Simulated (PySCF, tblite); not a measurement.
# C₃H₉NOSi₂: geometry, infrared bands and NMR shifts

Wanted: the infrared bands and NMR shifts of C₃H₉NOSi₂ (`O=CN[C@]1([SiH3])C[SiH2]1`), by calculation.

The runs use tblite 0.8.0 and PySCF 2.14.0, with density-fitted response routines of our own; the level of theory stands in each step. All values are computed, except where a source is named. Atoms are numbered from 0 throughout.

**1. The molecule as given**

16 atoms, charge 0, multiplicity 1; geometry from: force field or distance geometry start.

Bonds of the start (Å): O0–C1 1.24, C1–N2 1.40, N2–C3 1.45, C3–Si4 1.87, C3–C5 1.50, C5–Si6 1.85, Si6–C3 1.89, C1–H7 1.09, N2–H8 1.06, Si4–H9 1.47, Si4–H10 1.49, Si4–H11 1.48, C5–H12 1.10, C5–H13 1.11, Si6–H14 1.47, Si6–H15 1.45.

**2. Relaxing the molecule with GFN2-xTB**

What the job is given:

```
{"job": {"kind": "relax", "xc": "GFN2-xTB", "basis": "xTB"}, "charge": 0, "multiplicity": 1}
O      1.397800    -1.331900    -1.851400
C      1.882300    -1.271500    -0.707800
N      1.178800    -0.596700     0.301700
C     -0.096800     0.058200     0.085200
Si    -1.661300    -0.939500     0.344400
C     -0.245900     1.167700    -0.914300
Si    -0.052600     1.799600     0.809800
H      2.840700    -1.721600    -0.429900
H      1.587400    -0.545700     1.278300
H     -1.451800    -2.000000     1.334100
H     -2.788200    -0.053700     0.739700
H     -1.980200    -1.615500    -0.938000
H      0.620300     1.332500    -1.564400
H     -1.268900     1.299800    -1.326900
H     -1.221400     2.113700     1.635800
H      1.252300     2.313400     1.192200
```

Launch:

```
$ OMP_NUM_THREADS=1 python probes_run.py task.json out
```

This one command runs all jobs of the session in turn.

**Question.** This job is followed by: GFN2-xTB harmonic vibrations, gas phase; GIAO PBE0/pcSseg-1 NMR shielding, non-relativistic, gas phase. Predict these results of the whole session: strongest single infrared mode (GFN2-xTB); zero-point energy (GFN2-xTB); ¹³C shifts against TMS (PBE0/pcSseg-1); ¹H shifts against TMS (PBE0/pcSseg-1, means over atoms taken as alike); ¹⁷O shifts against H2O (PBE0/pcSseg-1); ¹⁵N shifts against NH3 (PBE0/pcSseg-1); ²⁹Si shifts against TMS (PBE0/pcSseg-1); surface potential, 1st and 99th percentile.

**Answer**, as computed:

| quantity | value |
| --- | --- |
| strongest single infrared mode (GFN2-xTB) | 1693 cm⁻¹, 608 km/mol |
| zero-point energy (GFN2-xTB) | 68.4 kcal/mol |
| ¹³C shifts against TMS (PBE0/pcSseg-1) | 164.3, 19.9, 8.8 ppm |
| ¹H shifts against TMS (PBE0/pcSseg-1, means over atoms taken as alike) | 7.94, 4.54, 4.33, 2.77, 2.67, 1.16, 0.56 ppm |
| ¹⁷O shifts against H2O (PBE0/pcSseg-1) | 386.1 ppm |
| ¹⁵N shifts against NH3 (PBE0/pcSseg-1) | 155.5 ppm |
| ²⁹Si shifts against TMS (PBE0/pcSseg-1) | -80.4, -139.3 ppm |
| surface potential, 1st and 99th percentile | -1.71 V and 2.38 V |

Relaxing lowered the energy by 0.856 eV in 175 steps; the close pair that moved most is C1–N2, from 1.403 to 1.323 Å. No mode is imaginary among the 42: a minimum at this level. The strongest single mode, at 1693 cm⁻¹, moves mainly C1. Unscaled tight-binding wavenumbers are off by several per cent, some by more. Its intensities can rank the bands wrongly. At PBE0/pcSseg-1: The largest span, 636 ppm, is at O0, where the paramagnetic term is -455 ppm.
